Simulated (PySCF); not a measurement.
# C3H6ClFO2S: magnetic properties

Programs: PySCF 2.14.0, with routines of our own; each step states its level. All values are computed. Atoms count from 0.

### Step 1. The system as given

14 atoms, charge 0, multiplicity 1; geometry from: GFN2-xTB.

### Step 2. Magnetic properties: GIAO HF/pcSseg-1

What the job is given:

```
{"job": {"kind": "mag", "xc": "HF", "basis": "pcSseg-1", "isotopologues": 2}, "charge": 0, "multiplicity": 1}
C     -1.561266     0.580863     0.273670
C     -0.857422    -0.534184    -0.487161
C      0.455240    -0.886124     0.163085
F      1.092628    -1.894409    -0.478447
S      1.562379     0.581755    -0.018190
O      1.485022     1.089392    -1.346472
O      1.358318     1.478247     1.073481
Cl     3.402675    -0.227012     0.224298
H     -0.941381     1.472453     0.301835
H     -2.500587     0.824442    -0.215086
H     -1.774857     0.276410     1.295761
H     -1.483895    -1.430103    -0.527675
H     -0.645035    -0.217007    -1.510535
H      0.407502    -1.115195     1.229269
```

With the program's defaults for keys left out, this is: GIAO HF/pcSseg-1 magnetisability, rotational g tensor and spin-rotation constants, non-relativistic, gas phase.

Launch:

```
$ OMP_NUM_THREADS=1 python excited_run.py task.json out
```

The driver reads the jobs from task.json and runs them one after another.

Q: Estimate the wall time and peak memory of this first job on 1 thread of Arm Neoverse N1, shared host.

About 27 s, with a peak of 0.78 GiB.
